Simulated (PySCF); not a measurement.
# GaBr (SMILES [Ga][Br]) at 6 levels

Wanted: a comparison of 6 runs (HF/def2-SVP, PBE0/def2-SVP, B3LYP/6-31G*, wB97X/def2-SVPD, MP2/def2-TZVP, CCSD(T)/def2-TZVP) of GaBr. 

Program for the calculation: PySCF 2.14.0.

## 1. Starting point

GaBr has 2 atoms, charge 0, and is taken as a singlet. SMILES: `[Ga][Br]`. The shape comes from GFN2-xTB, which is rough for such elements, and wasn't checked as a minimum.

Bond lengths: Ga1–Br2 2.402 Å.

## 2. Energy and gradient at HF/def2-SVP (run 1)

Input file input.py:

```python
import pyscf.grad
from pyscf import gto, scf

mol = gto.M(
    atom='Ga 0.000000 0.000000 0.000000; Br 0.000000 0.000000 2.401950',
    verbose=4,
    spin=0,
    max_memory=1860,
    basis='def2-svp',
)

mf = scf.RHF(mol)
mf.conv_tol = 1e-10
mf.kernel()
if not mf.converged:
    mf = mf.newton().run(mf.mo_coeff, mf.mo_occ)

e_final = mf.e_tot
print('E = %.10f Eh' % e_final)
grad = mf.Gradients().kernel()
mf.analyze()
```

The run is started by

```bash
$ OMP_NUM_THREADS=1 python input.py
```

What it wrote:

```text
PySCF version 2.14.0

[INPUT] num. atoms = 2
[INPUT] num. electrons = 66
[INPUT] charge = 0
[INPUT] spin (= nelec alpha-beta = 2S) = 0
[INPUT] symmetry False subgroup None
[INPUT] Mole.unit = angstrom
[INPUT] Symbol           X                Y                Z      unit          X                Y                Z       unit  Magmom
[INPUT]  1 Ga     0.000000000000   0.000000000000   0.000000000000 AA    0.000000000000   0.000000000000   0.000000000000 Bohr   0.0
[INPUT]  2 Br     0.000000000000   0.000000000000   2.401950000000 AA    0.000000000000   0.000000000000   4.539027664899 Bohr   0.0

nuclear repulsion = 239.037979078749
number of shells = 24
number of NR pGTOs = 148
number of NR cGTOs = 64
basis = def2-svp
ecp = {}

[... 39 lines left out ...]
converged SCF energy = -4495.1751921075
[... 18 lines left out ...]
MO #1   energy= -489.9367373514    occ= 2
[... 6 lines left out ...]
MO #8   energy= -42.5235376753361  occ= 2
[... 6 lines left out ...]
MO #15  energy= -6.42545664300757  occ= 2
[... 6 lines left out ...]
MO #22  energy= -3.14619964493639  occ= 2
[... 6 lines left out ...]
MO #29  energy= -0.965412623474559 occ= 2
[... 6 lines left out ...]
MO #36  energy= 0.120794050996657  occ= 0
[... 6 lines left out ...]
MO #43  energy= 0.495015573489327  occ= 0
[... 6 lines left out ...]
MO #50  energy= 0.827205441538835  occ= 0
[... 6 lines left out ...]
MO #57  energy= 2.39868386793466   occ= 0
[... 6 lines left out ...]
MO #64  energy= 4.12725059280999   occ= 0
[... 30 lines left out ...]
pop of  0 Ga 5dyz         0.00184
pop of  0 Ga 5dz^2        0.00233
pop of  0 Ga 5dxz         0.00184
pop of  0 Ga 5dx2-y2      0.00003
pop of  1 Br 1s           2.00000
pop of  1 Br 2s           1.99995
pop of  1 Br 3s           1.99931
pop of  1 Br 4s           1.89906
pop of  1 Br 5s           0.00201
pop of  1 Br 2px          1.99999
pop of  1 Br 2py          1.99999
pop of  1 Br 2pz          1.99999
pop of  1 Br 3px          1.99994
pop of  1 Br 3py          1.99994
pop of  1 Br 3pz          1.99992
pop of  1 Br 4px          1.89751
pop of  1 Br 4py          1.89751
pop of  1 Br 4pz          1.66557
pop of  1 Br 5px          0.00088
pop of  1 Br 5py          0.00088
pop of  1 Br 5pz          0.00068
pop of  1 Br 3dxy         1.99999
pop of  1 Br 3dyz         2.00000
pop of  1 Br 3dz^2        1.99999
pop of  1 Br 3dxz         2.00000
pop of  1 Br 3dx2-y2      1.99999
pop of  1 Br 4dxy         0.00000
pop of  1 Br 4dyz         0.00189
pop of  1 Br 4dz^2        0.00560
pop of  1 Br 4dxz         0.00189
pop of  1 Br 4dx2-y2      0.00000
pop of  1 Br 5dxy         0.00000
pop of  1 Br 5dyz         0.00000
pop of  1 Br 5dz^2        0.00002
pop of  1 Br 5dxz         0.00000
pop of  1 Br 5dx2-y2      0.00000
 ** Mulliken atomic charges  **
charge of    0Ga =      0.37251
charge of    1Br =     -0.37251
Dipole moment(X, Y, Z, Debye):  0.00000, -0.00000, -2.63327
```

It took 9.6 s on 1 thread of Intel Xeon at 2.50GHz (Skylake/Cascade Lake), shared host; peak memory 0.14 GiB.

## 3. Energy and forces at PBE0/def2-SVP (run 2)

Input file job.py:

```python
from pyscf import gto, dft

system = gto.Mole()
system.atom = '''
Ga     0.000000     0.000000     0.000000
Br     0.000000     0.000000     4.539028
'''
system.max_memory = 1860
system.unit = 'bohr'
system.verbose = 3
system.spin = 0
system.charge = 0
system.basis = 'def2-svp'
system.build()

calc0 = dft.RKS(system)
calc0.xc = 'pbe0'
calc0.grids.level = 5
calc0.conv_tol = 1e-10
calc0.kernel()
if not calc0.converged:
    calc0 = calc0.newton().run(calc0.mo_coeff, calc0.mo_occ)

energy = calc0.e_tot
print('E = %.10f Eh' % energy)
grad = calc0.nuc_grad_method().kernel()
calc0.analyze()
```

The run is started by

```bash
$ OMP_NUM_THREADS=1 python job.py
```

What it wrote:

```text
converged SCF energy = -4497.96588502757
E = -4497.9658850276 Eh
--------------- RKS gradients ---------------
         x                y                z
0 Ga     0.0000000000    -0.0000000000    -0.0054028663
1 Br    -0.0000000000     0.0000000000     0.0053978824
----------------------------------------------
**** MO energy ****
MO #1   energy= -483.16421444114   occ= 2
MO #2   energy= -372.889630112897  occ= 2
MO #3   energy= -62.5979403703791  occ= 2
MO #4   energy= -56.3860782817261  occ= 2
MO #5   energy= -56.3852242225951  occ= 2
MO #6   energy= -56.3852242225949  occ= 2
MO #7   energy= -46.0576932944283  occ= 2
MO #8   energy= -40.7827422060195  occ= 2
MO #9   energy= -40.7827422060193  occ= 2
MO #10  energy= -40.781294354616   occ= 2
MO #11  energy= -8.74327056702583  occ= 2
MO #12  energy= -6.55189674110476  occ= 2
MO #13  energy= -6.54825779423231  occ= 2
MO #14  energy= -6.54825779423227  occ= 2
MO #15  energy= -5.58273370096338  occ= 2
MO #16  energy= -3.85150593732189  occ= 2
MO #17  energy= -3.85150593732183  occ= 2
MO #18  energy= -3.84655472964895  occ= 2
MO #19  energy= -2.63849659059605  occ= 2
MO #20  energy= -2.63735182250526  occ= 2
MO #21  energy= -2.63735182250525  occ= 2
MO #22  energy= -2.63444904389743  occ= 2
MO #23  energy= -2.63444894380566  occ= 2
MO #24  energy= -0.877188920732296 occ= 2
MO #25  energy= -0.87718878675112  occ= 2
MO #26  energy= -0.875943091678442 occ= 2
MO #27  energy= -0.873335894222119 occ= 2
MO #28  energy= -0.873335894222113 occ= 2
MO #29  energy= -0.753152072621283 occ= 2
MO #30  energy= -0.409981116847149 occ= 2
MO #31  energy= -0.295937668880321 occ= 2
MO #32  energy= -0.295937668880319 occ= 2
MO #33  energy= -0.268058649607829 occ= 2
MO #34  energy= -0.0653655278184781 occ= 0
MO #35  energy= -0.065365527818471 occ= 0
MO #36  energy= 0.0189399751247001 occ= 0
MO #37  energy= 0.105160011613234  occ= 0
MO #38  energy= 0.247338488215863  occ= 0
MO #39  energy= 0.270397746614777  occ= 0
MO #40  energy= 0.270397746614792  occ= 0
MO #41  energy= 0.337675728951619  occ= 0
MO #42  energy= 0.33767572895164   occ= 0
MO #43  energy= 0.352947989627326  occ= 0
MO #44  energy= 0.352947997088993  occ= 0
MO #45  energy= 0.400798673828187  occ= 0
MO #46  energy= 0.509473684724094  occ= 0
MO #47  energy= 0.567888349047432  occ= 0
MO #48  energy= 0.567888518941726  occ= 0
MO #49  energy= 0.620356315566604  occ= 0
MO #50  energy= 0.620356315566615  occ= 0
MO #51  energy= 0.700745818105283  occ= 0
MO #52  energy= 0.745212862413537  occ= 0
MO #53  energy= 0.745212862413553  occ= 0
MO #54  energy= 0.996165670307939  occ= 0
MO #55  energy= 2.02972661216444   occ= 0
MO #56  energy= 2.02972672448862   occ= 0
MO #57  energy= 2.07452412858953   occ= 0
MO #58  energy= 2.07452412858959   occ= 0
MO #59  energy= 2.13702386794039   occ= 0
MO #60  energy= 3.47346811391732   occ= 0
MO #61  energy= 3.47346830633836   occ= 0
MO #62  energy= 3.5241866022551    occ= 0
MO #63  energy= 3.52418660225514   occ= 0
MO #64  energy= 3.66707141819363   occ= 0
 ** Mulliken atomic charges  **
charge of    0Ga =      0.29286
charge of    1Br =     -0.29286
Dipole moment(X, Y, Z, Debye): -0.00000, -0.00000, -2.43161
```

Wall time 18 s (1 thread of Intel Xeon at 2.50GHz (Skylake/Cascade Lake), shared host); peak memory 0.63 GiB.

Runs 3 to 5 aren't shown in full; the table further down has their settings and results.

## 4. A single-point energy at CCSD(T)/def2-TZVP (run 6)

Input file run.py:

```python
from pyscf import gto, scf, cc

mol = gto.M(
    atom='''
Ga     0.000000     0.000000     0.000000
Br     0.000000     0.000000     2.401950
''',
    basis='def2-tzvp',
    max_memory=1860,
    verbose=4,
)

mf = scf.RHF(mol)
mf.conv_tol = 1e-10
mf.kernel()
if not mf.converged:
    mf = mf.newton().run(mf.mo_coeff, mf.mo_occ)

mycc = cc.CCSD(mf, frozen=18)
mycc.kernel()
e_t = mycc.ccsd_t()
energy = mycc.e_tot + e_t
print('E = %.10f Eh' % energy)
dip = mf.dip_moment()
pop, q = mf.mulliken_pop()
```

The run is started by

```bash
$ OMP_NUM_THREADS=1 python run.py
```

What it wrote:

```text
PySCF version 2.14.0

[INPUT] num. atoms = 2
[INPUT] num. electrons = 66
[INPUT] charge = 0
[INPUT] spin (= nelec alpha-beta = 2S) = 0
[INPUT] symmetry False subgroup None
[INPUT] Mole.unit = angstrom
[INPUT] Symbol           X                Y                Z      unit          X                Y                Z       unit  Magmom
[INPUT]  1 Ga     0.000000000000   0.000000000000   0.000000000000 AA    0.000000000000   0.000000000000   0.000000000000 Bohr   0.0
[INPUT]  2 Br     0.000000000000   0.000000000000   2.401950000000 AA    0.000000000000   0.000000000000   4.539027664899 Bohr   0.0

nuclear repulsion = 239.037979078749
number of shells = 32
number of NR pGTOs = 203
number of NR cGTOs = 96
basis = def2-tzvp
ecp = {}

[... 41 lines left out ...]
converged SCF energy = -4495.74079332802
[... 12 lines left out ...]
Init t2, MP2 energy = -4496.20872331123  E_corr(MP2) -0.467929983215332
[... 13 lines left out ...]
CCSD converged
[... 3 lines left out ...]
Dipole moment(X, Y, Z, Debye): -0.00000, -0.00000, -2.80733
[... 60 lines left out ...]
pop of  1 Br 3pz          1.97954
pop of  1 Br 4px          0.42697
pop of  1 Br 4py          0.42697
pop of  1 Br 4pz          0.39572
pop of  1 Br 5px          0.96946
pop of  1 Br 5py          0.96946
pop of  1 Br 5pz          0.90682
pop of  1 Br 6px          0.53041
pop of  1 Br 6py          0.53041
pop of  1 Br 6pz          0.40237
pop of  1 Br 3dxy         1.79723
pop of  1 Br 3dyz         1.79667
pop of  1 Br 3dz^2        1.79659
pop of  1 Br 3dxz         1.79667
pop of  1 Br 3dx2-y2      1.79723
pop of  1 Br 4dxy         0.20326
pop of  1 Br 4dyz         0.20421
pop of  1 Br 4dz^2        0.20473
pop of  1 Br 4dxz         0.20421
pop of  1 Br 4dx2-y2      0.20326
pop of  1 Br 5dxy        -0.00303
pop of  1 Br 5dyz        -0.00317
pop of  1 Br 5dz^2       -0.00065
pop of  1 Br 5dxz        -0.00317
pop of  1 Br 5dx2-y2     -0.00303
pop of  1 Br 6dxy         0.00255
pop of  1 Br 6dyz         0.00669
pop of  1 Br 6dz^2        0.01135
pop of  1 Br 6dxz         0.00669
pop of  1 Br 6dx2-y2      0.00255
pop of  1 Br 4f-3         0.00000
pop of  1 Br 4f-2         0.00000
pop of  1 Br 4f-1         0.00030
pop of  1 Br 4f+0         0.00076
pop of  1 Br 4f+1         0.00030
pop of  1 Br 4f+2         0.00000
pop of  1 Br 4f+3         0.00000
 ** Mulliken atomic charges  **
charge of    0Ga =      0.45196
charge of    1Br =     -0.45196
```

Run time: 51 s. Hardware: 1 thread of Intel Xeon at 2.50GHz (Skylake/Cascade Lake), shared host; peak memory 0.5 GiB.

## 5. Overview of the runs

```
run                               level  integration grid  Cartesian functions   energy (Eh)  dipole moment (D) of the reference  HOMO energy (eV)  LUMO energy (eV)  wall time
  1                         HF/def2-SVP                 –                   no  -4495.175192                                2.63             -9.31              0.85      9.6 s
  2                       PBE0/def2-SVP                 5                   no  -4497.965885                                2.43             -7.29             -1.78       18 s
  3  B3LYP/6-31G* (Cartesian functions)                 5                  yes  -4498.587776                                2.64             -7.21             -2.07       28 s
  4                     wB97X/def2-SVPD                 5                   no  -4498.592480                                2.86             -9.54             -0.04       44 s
  5                       MP2/def2-TZVP                 –                   no  -4496.208723                                2.81             -9.37              0.78       53 s
  6                   CCSD(T)/def2-TZVP                 –                   no  -4496.231930                                2.81             -9.37              0.78       51 s
```

## 6. Summary of results

```
                                           quantity           value
                                run 6: total energy  -4496.23193 Eh
        run 6: dipole moment (Hartree–Fock density)          2.81 D
         run 6: HOMO energy (Hartree–Fock orbitals)        -9.37 eV
         run 6: LUMO energy (Hartree–Fock orbitals)         0.78 eV
       run 6: HOMO–LUMO gap (Hartree–Fock orbitals)        10.15 eV
run 6: correlation energy (18 core orbitals frozen)      -491.1 mEh
                              run 6: (T) correction      -18.67 mEh
                               run 6: T1 diagnostic           0.011
```

In words: Over runs 1, 2, 3, 4 the dipole moment (its size) runs from 2.43 D (PBE0/def2-SVP) to 2.86 D (wB97X/def2-SVPD). The two ends differ in method and basis. Over runs 1, 2, 3, 4 the HOMO–LUMO gap runs from 5.14 eV (B3LYP/6-31G*) to 10.16 eV (HF/def2-SVP). Totals of different functionals can't be ranked against each other. All runs together took 3.4 min, the longest 53 s.
